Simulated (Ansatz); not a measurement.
2 structures of GaSn3, a ranking of polymorphs by energy

Program: the Ansatz DFT code, driven from Python.

Contents of `gasn3_p6_3_mmc.cif`:
```cif
data_GaSn3
_cell_length_a 6.473460
_cell_length_b 6.473460
_cell_length_c 5.549967
_cell_angle_alpha 90.00000
_cell_angle_beta 90.00000
_cell_angle_gamma 120.00000
_symmetry_space_group_name_H-M 'P 1'
_symmetry_Int_Tables_number 1
loop_
_symmetry_equiv_pos_as_xyz
'x, y, z'
loop_
_atom_site_label
_atom_site_type_symbol
_atom_site_fract_x
_atom_site_fract_y
_atom_site_fract_z
Ga1 Ga    0.666667    0.333333    0.250000
Ga2 Ga    0.333333    0.666667    0.750000
Sn3 Sn    0.336643    0.168322    0.750000
Sn4 Sn    0.831678    0.168322    0.750000
Sn5 Sn    0.831678    0.663357    0.750000
Sn6 Sn    0.663357    0.831678    0.250000
Sn7 Sn    0.168322    0.831678    0.250000
Sn8 Sn    0.168322    0.336643    0.250000
```

The script reads `gasn3_fm_3m.vasp`:
```text
GaSn3
1.0
   0.00000000    3.70595700    3.70595700
   3.70595700    0.00000000    3.70595700
   3.70595700    3.70595700    0.00000000
Ga Sn
1 3
Direct
   0.00000000    0.00000000    0.00000000
   0.25000000    0.25000000    0.25000000
   0.75000000    0.75000000    0.75000000
   0.50000000    0.50000000    0.50000000
```

Notebook, run cell by cell (the value of a cell's last expression is shown):

**Cell 1**
```python
import csv
import warnings

import ansatz as az
from ase.io import read
import numpy as np
import spglib
```

**Cell 2**
```python
def run_phase(name, crystal):
    calc = (
        crystal.calculation()
        .functional('pbesol')
        .basis(260)
        .accuracy('medium')
        .scf(tolerance=1e-08)
        .kpoints(spacing=0.3)
        .occupations('fermi_dirac', width=0.05)
        .stress()
        .band_table()
    )
    calc = calc.relax(force_tolerance=0.02, max_steps=40, cell=True)
    return calc.run(threads=1, backend='cpu')
```

**Cell 3**
```python
def space_group(outcome):
    sites = outcome.report['lattice']['sites']
    kinds = sorted({site['symbol'] for site in sites})
    cell = (outcome.lattice.cell_ang, [site['position_frac'] for site in sites], [kinds.index(site['symbol']) for site in sites])
    return spglib.get_spacegroup(cell, symprec=0.01)
```

**Cell 4**
```python
def pressure_gpa(outcome):
    return float(np.trace(outcome.report['stress_gpa']) / 3)
```

**Cell 5**
```python
warnings.simplefilter('ignore')
```

**Cell 6**
```python
phases = {}
atoms = read('gasn3_p6_3_mmc.cif')
p6_3_mmc = az.Crystal.from_ase(atoms)
phases['P6_3/mmc'] = p6_3_mmc
atoms = read('gasn3_fm_3m.vasp', format='vasp')
fm_3m = az.Crystal.from_ase(atoms)
phases['Fm-3m'] = fm_3m
```

**Cell 7**
```python
done = {}
for name, crystal in phases.items():
    done[name] = run_phase(name, crystal)
    print(f'{name}: {done[name].report["energy_sigma0_ev"]:.4f} eV, {len(done[name].lattice.sites)} atoms')
```
Output:
```text
P6_3/mmc: -43181.4862 eV, 8 atoms
Fm-3m: -21590.4898 eV, 4 atoms
```

**Cell 8**
```python
energy = {name: o.report['energy_sigma0_ev'] / len(o.lattice.sites) for name, o in done.items()}
lowest = min(energy.values())
rows = [(name, len(o.lattice.sites), 1000 * (energy[name] - lowest), space_group(o), pressure_gpa(o)) for name, o in done.items()]
rows.sort(key=lambda row: row[2])
with open('polymorphs.csv', 'w', newline='') as handle:
    writer = csv.writer(handle)
    writer.writerow(['phase', 'atoms', 'dE (meV/atom)', 'space group', 'P (GPa)'])
    writer.writerows([round(v, 4) if isinstance(v, float) else v for v in row] for row in rows)
print(open('polymorphs.csv').read())
print('order:', ' < '.join(row[0] for row in rows))
```
Output:
```text
phase,atoms,dE (meV/atom),space group,P (GPa)
P6_3/mmc,8,0.0,P6_3/mmc (194),0.0159
Fm-3m,4,63.321,Fm-3m (225),0.049

order: P6_3/mmc < Fm-3m
```

By space group at the end of each run: P6_3/mmc (+0 meV an atom, 24.4 Å³) and Fm-3m (+63 meV an atom, 23.9 Å³).

These settings explore the input space; cutoff and mesh may be short of convergence. The cutoff lies under the one recommended for these potentials. Under the recommended cutoff a pressure can be off by several GPa, even in sign. For the metals among these phases the mesh is modest: differences between phases can be off by up to 40 meV an atom. The program warned that this SCF threshold is loose for forces or stresses. Pressure is positive in compression. The cells come from databases of deposited and of computed structures, and not all need be stable phases. The ranking holds among these structures alone, at zero temperature; the ground state may be another structure. Differences under about 40 meV an atom lie within the error of mesh and functional. The script silences warnings, which a real study should read. Hardware and time: 6.7 min on 1 thread of Arm Neoverse N1 (shared host), peak memory 0.54 GiB.
